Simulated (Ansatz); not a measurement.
# Sb: the cost of one run

Computed with Ansatz 0.2.0 (DFT PBEsol, scalar-relativistic, unless a step's input says otherwise).

## 1. The starting structure

Symmetry: Pm-3m, No. 221, cubic system. The conventional cell has a = 3.160 Å, b = 3.160 Å, c = 3.160 Å, α = 90.00°, β = 90.00°, γ = 90.00°. Around Sb (site symmetry m-3m) lie 6 Sb at 3.16 Å.

Structure file:

```
CELL_PARAMETERS angstrom
3.16000 0.00000 0.00000
0.00000 3.16000 0.00000
0.00000 0.00000 3.16000
ATOMIC_POSITIONS crystal
Sb 0.00000 0.00000 0.00000
```

## 2. After the deformation

Space group Pm-3m before, P4/mmm after.

## 3. All-electron LAPW

input.yaml reads:

```yaml
crystal:
  lattice:
    - [3.2548, 0.0, 0.0]
    - [0.0, 3.2548, 0.0]
    - [0.0, 0.0, 3.16]
  atoms:
    - { symbol: Sb, position: [0.0, 0.0, 0.0] }
kpoints:
  mp_grid: { grid: [13, 13, 13] }
  band_path:
    path:
      - [0.0, 0.0, 0.0]
      - [0.0, 0.5, 0.0]
      - [0.5, 0.5, 0.0]
      - [0.0, 0.0, 0.0]
      - [0.0, 0.0, 0.5]
      - [0.0, 0.5, 0.5]
      - [0.5, 0.5, 0.5]
      - [0.0, 0.0, 0.5]
      - [0.0, 0.5, 0.0]
    npoints: 5
scf:
  occupations: { method: fermi_dirac, width: 0.05 }
hamiltonian:
  xc: pbesol
  pseudopotentials: { kind: all_electron, lapw: { basis_error: 0.001 } }
output:
  forces: true
  stress: true
  eigenvalues: true
```

The run is started by

```
ansatz run input.yaml --threads 1 --pin off --max-ram 3072MiB --backend cpu --events-out ev --progress --plain --runs-dir out
```

Q: Estimate wall time and peak memory on 1 thread of Intel Xeon 6975P-C (Granite Rapids), shared host.

About 7.6 s, with a peak of 0.37 GiB.
